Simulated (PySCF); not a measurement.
# C₄H₆GeN₂S₂: magnetic properties

Computed with PySCF 2.14.0 and routines of our own; the level stands in each step. Atoms count from 0.

## 1. The system as given

15 atoms, charge 0, multiplicity 1; geometry from: GFN2-xTB.

## 2. Magnetic properties: GIAO PBE/def2-SVP

What the job is given:

```
{"job": {"kind": "mag", "xc": "PBE", "basis": "def2-SVP"}, "charge": 0, "multiplicity": 1}
Ge    -0.144800     0.000530    -0.104660
N     -0.028380     0.016890     1.698320
C     -0.020770     0.005100     2.890680
S     -0.015020    -0.005210     4.443120
N      1.593100    -0.017680    -0.596320
C      2.725860    -0.006660    -0.968480
S      4.197100     0.000910    -1.463450
C     -0.915520     1.729380    -0.677270
H     -0.825220     1.841360    -1.754260
H     -0.386960     2.548000    -0.194350
H     -1.966350     1.783560    -0.406720
C     -0.941210    -1.727790    -0.641760
H     -1.936250    -1.829630    -0.217970
H     -0.322430    -2.546980    -0.283200
H     -1.013130    -1.791770    -1.723680
```

With the program's defaults for keys left out, this is: GIAO PBE/def2-SVP magnetisability, rotational g tensor and spin-rotation constants, non-relativistic, gas phase.

On the command line:

```bash
$ OMP_NUM_THREADS=1 python excited_run.py task.json out
```

This one command runs all jobs of the session in turn.

Q: Estimate the wall time and peak memory of this first job on 1 thread of Arm Neoverse V1, shared host.

About 51 s, with a peak of 0.7 GiB.
